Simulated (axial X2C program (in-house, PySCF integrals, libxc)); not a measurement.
**CoS⁺: properties at the nuclei**

Aim: properties at the nuclei of CoS⁺, with spin–orbit coupling in the Hamiltonian from the start.

Program: an in-house X2C program for linear molecules on PySCF integrals. Level of theory: two-component X2C with atomic mean-field terms, Co dyall-cv3z, S dyall-av3z. These are calculated values, not measurements.

## (1) Set-up

Contents of task.json:

```json
{"zs": [27, 16], "q": 1, "bas": ["dyall-cv3z", "dyall-av3z"], "r0": 1.97, "levels": ["PBE0", "HF", "B3LYP", "LDA", "PBE"], "nst": 3}
```

Keys: zs atomic numbers; q charge; bas basis sets; r0 starting distance in Å; levels methods (HF also brings MP2); nst determinants followed.

Command:

```console
python soeom.py task.json out
```

After this run come: Expectation values, lowest determinant; Expectation values, a higher determinant; Expectation values, a higher determinant.

What does the calculation give? Wanted: lowest determinant; Eeff magnitude; Ws magnitude Co; A∥/gI Co; qzz Co; higher determinant (for each run or level that gives them).

As calculated:

| quantity | value |
| --- | --- |
| lowest determinant | Ω = 4 (excess of +ω over −ω: ω = 3/2, ω = 5/2) |
| Eeff magnitude (GV/cm), PBE0 | 0.538 |
| Ws magnitude Co (kHz), PBE0 | 0.0358 |
| A∥/gI Co (MHz), PBE0 | 403 |
| qzz Co (a.u.), PBE0 | 0.04 |
| higher determinant | Ω = 3 (excess of +ω over −ω: ω = 1/2, ω = 5/2) |
| Eeff magnitude (GV/cm), PBE0, higher determinant | 0.544 |
| Ws magnitude Co (kHz), PBE0, higher determinant | 0.0541 |
| A∥/gI Co (MHz), PBE0, higher determinant | 716 |
| qzz Co (a.u.), PBE0, higher determinant | 0.28 |
| higher determinant | Ω = 5 (excess of +ω over −ω: 2 × ω = 1/2, ω = 3/2, ω = 5/2) |
| Eeff magnitude (GV/cm), PBE0, higher determinant | 0.563 |
| Ws magnitude Co (kHz), PBE0, higher determinant | 0.0348 |
| A∥/gI Co (MHz), PBE0, higher determinant | 457 |
| qzz Co (a.u.), PBE0, higher determinant | 0.28 |

**Reading.** In the first state, the effective field runs from 0.506 to 0.703 GV/cm over the mean-field levels. The expectation values come from single determinants, which for open shells can mix terms of unlike spin or miss the lowest Ω, so a determinant need not be a state. Eeff is the effective electric field on the electron dipole moment in this Ω state and Ws the scalar–pseudoscalar constant (defined with the proton number Z and per Ω); A∥ is the parallel hyperfine constant, which follows by multiplying with the nuclear g factor gI = μI/(I μN); qzz is the electric field gradient, eQq0 = 234.96 MHz × Q/barn × qzz. The operators were transformed with the bare-nucleus X2C matrices.
